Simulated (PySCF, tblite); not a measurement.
**F₄GaGeHO₂, a fragment of a glass network (2-ring): NMR shifts, core binding energies and electronic excitations, part 1 of 2**

Wanted: the NMR shifts, core binding energies and electronic excitations for `[F][Ga-]1([F])[O][Ge]([F])([F])[OH+]1`. It is drawn as: Ge Ga, F ends, O bridges.

Computed with tblite 0.8.0 and PySCF 2.14.0; each step states its level. No surroundings beyond the atoms listed, unless a continuum is named. Atoms count from 0, parts from 1.

## 1. Starting point

9 atoms, charge 0, multiplicity 1; geometry: distance geometry start.

## 2. Relaxing the cluster with GFN2-xTB

Job settings and geometry (Å):

```
{"job": {"kind": "relax", "xc": "GFN2-xTB", "basis": "xTB"}, "charge": 0, "multiplicity": 1}
F      0.644901     2.577818    -0.260666
Ga    -0.096020     1.081288     0.357287
F     -0.650343     1.097771     2.028981
O     -1.414615     0.415792    -0.847580
Ge    -0.368098    -1.130477    -1.230074
F     -1.079136    -2.584438    -0.624569
F      0.197338    -1.174221    -2.867962
O      0.961629    -0.457573    -0.034947
H      1.131859    -1.017407     0.738058
```

Method: GFN2-xTB geometry optimisation, gas phase.

Run with:

```bash
OMP_NUM_THREADS=1 python cluster_run.py task.json out
```

One launch serves the whole session: the jobs run in the order shown.

The program printed:

```text
step      E/eV     max force
  0    -841.79977    3.457
  1    -842.12531    2.504
  2    -842.20460    5.150
  3    -842.42590    0.919
  4    -842.47644    0.595
  5    -842.51623    0.735
  6    -842.53723    0.742
  7    -842.58469    0.748
  8    -842.60063    0.589
  9    -842.62723    0.343
 10    -842.63332    0.296
 11    -842.65186    0.361
 12    -842.65732    0.227
 13    -842.66127    0.181
 14    -842.66481    0.184
 15    -842.67024    0.254
 16    -842.67537    0.248
 17    -842.67945    0.202
 18    -842.68344    0.229
 19    -842.68854    0.378
 20    -842.69438    0.331
 21    -842.69936    0.318
 22    -842.70435    0.125
 23    -842.70570    0.123
 24    -842.70798    0.120
 25    -842.71038    0.203
 26    -842.71346    0.246
 27    -842.71627    0.199
 28    -842.71800    0.116
 29    -842.71882    0.159
 30    -842.71979    0.112
 31    -842.72128    0.081
 32    -842.72218    0.075
 33    -842.72254    0.041
 34    -842.72264    0.035
 35    -842.72272    0.030
 36    -842.72284    0.031
 37    -842.72298    0.047
 38    -842.72314    0.057
 39    -842.72333    0.057
 40    -842.72355    0.047
 41    -842.72383    0.062
 42    -842.72417    0.061
 43    -842.72447    0.052
 44    -842.72471    0.056
 45    -842.72494    0.048
 46    -842.72520    0.067
 47    -842.72551    0.075
 48    -842.72579    0.053
 49    -842.72593    0.025
 50    -842.72600    0.027
 51    -842.72607    0.031
 52    -842.72621    0.036
 53    -842.72643    0.043
 54    -842.72667    0.035
 55    -842.72680    0.019
 56    -842.72684    0.015
 57    -842.72685    0.015
 58    -842.72688    0.015
 59    -842.72694    0.019
 60    -842.72704    0.016
 61    -842.72713    0.013
 62    -842.72718    0.023
 63    -842.72720    0.013
 64    -842.72721    0.018
 65    -842.72724    0.016
 66    -842.72728    0.011
 67    -842.72731    0.009
 68    -842.72733    0.011
 69    -842.72733    0.013
 70    -842.72734    0.014
 71    -842.72736    0.014
 72    -842.72739    0.012
 73    -842.72741    0.010
 74    -842.72742    0.005
```

Wall time 0.88 s (1 thread of Arm Neoverse V1, shared host).

Along the way:

```tsv
step	energy from step 0 (eV)	largest force (eV/Å)
0	0.0000	3.4570
3	-0.6261	0.9189
6	-0.7375	0.7423
9	-0.8275	0.3429
12	-0.8576	0.2271
15	-0.8705	0.2544
18	-0.8837	0.2282
21	-0.8996	0.3179
24	-0.9082	0.1196
27	-0.9165	0.1997
30	-0.9200	0.1117
33	-0.9228	0.0412
36	-0.9231	0.0318
39	-0.9236	0.0561
42	-0.9244	0.0609
45	-0.9252	0.0481
48	-0.9260	0.0527
51	-0.9263	0.0316
54	-0.9269	0.0356
57	-0.9271	0.0150
60	-0.9273	0.0157
63	-0.9274	0.0133
66	-0.9275	0.0114
69	-0.9276	0.0124
72	-0.9276	0.0120
74	-0.9277	0.0049
```

Distances of close pairs at the start and the end, largest changes first:

```tsv
bond	before (Å)	after (Å)	change (Å)
Ga1–O7	1.908	2.297	+0.389
O3–Ge4	1.906	1.672	-0.233
Ge4–O7	1.910	1.754	-0.156
Ga1–O3	1.906	1.828	-0.078
F0–Ga1	1.781	1.724	-0.057
Ge4–F6	1.733	1.696	-0.037
Ga1–F2	1.761	1.724	-0.037
Ge4–F5	1.728	1.696	-0.032
```

## 3. Relaxing the molecule at PBE0-D3(BJ)/def2-SVP

Job settings and geometry (Å):

```
{"job": {"xc": "PBE0", "basis": "def2-SVP", "d3": "d3bj", "grid": 2, "kind": "geom", "shake": 0.01}, "charge": 0, "multiplicity": 1}
F      0.825159     2.635773     0.142362
Ga    -0.294494     1.427197     0.649951
F     -0.793421     1.334016     2.295349
O     -1.221186     0.524833    -0.609694
Ge    -0.350479    -0.878616    -0.791009
F     -1.080782    -2.339992    -0.362491
F      0.340419    -1.185634    -2.302978
O      0.939836    -0.492878     0.362791
H      1.679197    -1.047848     0.607170
```

The program printed:

```text
step   0  E = -4550.53695544  max force = 0.035979
step   1  E = -4550.54315547  max force = 0.009968
step   2  E = -4550.54419086  max force = 0.006132
step   3  E = -4550.54440129  max force = 0.003221
step   4  E = -4550.54449918  max force = 0.001720
step   5  E = -4550.54454511  max force = 0.001626
step   6  E = -4550.54455578  max force = 0.000553
step   7  E = -4550.54456137  max force = 0.000822
step   8  E = -4550.54456638  max force = 0.001154
step   9  E = -4550.54457578  max force = 0.001008
step  10  E = -4550.54458439  max force = 0.000277
optimisation converged
```

Wall time 3.2 min (1 thread of Arm Neoverse V1, shared host); peak memory 0.75 GiB.

The steps of the relaxation:

```tsv
step	energy from step 0 (eV)	largest force component (eV/Å)
0	0.0000	1.8501
1	-0.1687	0.5126
2	-0.1969	0.3153
3	-0.2026	0.1656
4	-0.2053	0.0884
5	-0.2065	0.0836
6	-0.2068	0.0284
7	-0.2070	0.0423
8	-0.2071	0.0593
9	-0.2074	0.0518
10	-0.2076	0.0142
```

Close pairs (by a distance rule), those that changed most:

```tsv
bond	before (Å)	after (Å)	change (Å)
Ga1–O7	2.301	2.072	-0.229
Ga1–O3	1.805	1.861	+0.056
O3–Ge4	1.662	1.712	+0.050
Ge4–O7	1.773	1.816	+0.042
Ga1–Ge4	2.720	2.752	+0.032
Ga1–F2	1.722	1.739	+0.017
Ge4–F5	1.689	1.705	+0.016
F0–Ga1	1.724	1.739	+0.015
```

The next job starts from the end point, and lists it.

```tsv
at the end point	value
rotational constants (GHz, main isotopes)	2.394, 0.685, 0.605
dipole moment (D)	3.43
```

## 4. NMR shieldings: PBE0/pcSseg-1

Job settings and geometry (Å):

```
{"job": {"kind": "nmr", "xc": "PBE0", "basis": "pcSseg-1"}, "charge": 0, "multiplicity": 1}
F      0.943330     2.633919     0.044516
Ga    -0.099139     1.376386     0.640548
F     -0.559429     1.399637     2.316986
O     -1.253662     0.566837    -0.573930
Ge    -0.461010    -0.931343    -0.813627
F     -1.180269    -2.380379    -0.274853
F      0.188620    -1.312879    -2.342712
O      0.861077    -0.432214     0.326296
H      1.604655    -0.943266     0.668151
```

With the program's defaults for keys left out, this is: GIAO PBE0/pcSseg-1 NMR shielding, non-relativistic, gas phase.

The program printed:

```text
coarse grid: 48864 points
cycle   1  E = -4550.5622524154  dE = -2.410e-01  |g| = 1.958e+00  |ddm| = 3.615e+00
cycle   2  E = -4549.7976197097  dE =  7.646e-01  |g| = 2.976e+00  |ddm| = 2.819e+00
cycle   3  E = -4551.0066227223  dE = -1.209e+00  |g| = 3.111e-01  |ddm| = 1.950e+00
cycle   4  E = -4551.0182947959  dE = -1.167e-02  |g| = 1.704e-01  |ddm| = 2.561e-01
cycle   5  E = -4551.0228644486  dE = -4.570e-03  |g| = 4.342e-02  |ddm| = 1.031e-01
cycle   6  E = -4551.0231238319  dE = -2.594e-04  |g| = 8.469e-03  |ddm| = 2.444e-02
cycle   7  E = -4551.0231338185  dE = -9.987e-06  |g| = 3.398e-03  |ddm| = 5.963e-03
cycle   8  E = -4551.0231354973  dE = -1.679e-06  |g| = 5.554e-04  |ddm| = 1.829e-03
final grid: 100536 points
cycle   9  E = -4551.0231199092  dE = -8.938e-08  |g| = 7.800e-04  |ddm| = 1.138e-03
cycle  10  E = -4551.0231197527  dE =  1.565e-07  |g| = 1.238e-03  |ddm| = 1.036e-03
cycle  11  E = -4551.0231199924  dE = -2.397e-07  |g| = 1.685e-04  |ddm| = 7.052e-04
cycle  12  E = -4551.0231199963  dE = -3.894e-09  |g| = 2.747e-05  |ddm| = 9.597e-05
cycle  13  E = -4551.0231199964  dE = -8.731e-11  |g| = 1.175e-05  |ddm| = 2.017e-05
converged SCF energy = -4551.0231199964

GIAO shielding tensors (ppm)
atom      isotropic    diamagn.    paramagn.     s11        s22        s33       span
  0 F      379.586     475.544     -95.958    329.856    363.270    445.631    115.775
  1 Ga    1654.163    2639.808    -985.645   1395.463   1740.379   1826.648    431.185
  2 F      379.458     475.637     -96.179    330.157    363.057    445.159    115.002
  3 O      242.467     402.180    -159.713    182.248    234.520    310.632    128.384
  4 Ge    1416.037    2757.048   -1341.011   1240.275   1398.744   1609.090    368.815
  5 F      324.840     474.939    -150.098    265.944    292.126    416.451    150.507
  6 F      324.704     474.844    -150.140    265.720    291.748    416.643    150.923
  7 O      262.544     401.973    -139.429    188.667    270.325    328.639    139.972
  8 H       27.685      31.883      -4.198     17.324     20.596     45.135     27.812
```

It took 30 s on 1 thread of Arm Neoverse V1, shared host; peak memory 0.99 GiB.

The references, computed at this level on geometries of the same kind, shield at (ppm): ¹H TMS 31.27, ¹⁹F CFCl3 177.2, ¹⁷O H2O 334.6, ⁷³Ge GeMe4 1330, ⁷¹Ga GaH4- 1710. Their shielding less the atom's gives the shift. The references are single molecules in the gas phase, so shifts against H2O, NH3, PH3, H3PO4 or CFCl3 are not on the usual liquid scales and can be off by tens of ppm. Shifts against hydride references such as AlH4− lie on their own scale.

```tsv
atoms	environment	σ (ppm)	δ (ppm)
H8	hydrogen on a donor oxygen of a Lewis adduct	27.69	3.58
F6	fluorine bonded to Ge	324.7	-147.5
F5	fluorine bonded to Ge	324.8	-147.6
F2	fluorine bonded to Ga	379.5	-202.2
F0	fluorine bonded to Ga	379.6	-202.3
Ga1		1654	56
O3	oxygen bonded to Ga, Ge, in a 4-membered ring	242.5	92.1
O7	donor oxygen of a Lewis adduct	262.5	72.0
Ge4		1416	-86
```

Charges from the same density, by scheme (e):

```tsv
atoms	Mulliken	IAO	Hirshfeld	ESP fit
F0	-0.49	-0.52	-0.30	-0.46
Ga1	1.38	1.36	0.65	1.31
F2	-0.49	-0.53	-0.30	-0.47
O3	-0.81	-0.82	-0.35	-0.67
Ge4	1.72	1.75	0.72	1.29
F5	-0.45	-0.48	-0.20	-0.33
F6	-0.44	-0.48	-0.20	-0.32
O7	-0.72	-0.70	-0.24	-0.93
```

Mayer bond orders: F0–Ga1 0.87, Ga1–F2 0.87, Ga1–O3 0.64, O3–Ge4 1.08, Ge4–F5 0.88, Ge4–F6 0.88, Ge4–O7 0.59, O7–Ga1 0.24.

Ring of atoms Ga1, O3, Ge4, O7: NICS(0) -11.8, NICS(1) -3.2, NICS(1)zz -1.3 ppm (means of both faces). The ring holds saturated atoms, so no π current runs round it: these values come from its σ bonds, any local π bonds and neighbouring rings, and say nothing of aromaticity.

(Continued in part 2 of 2.)
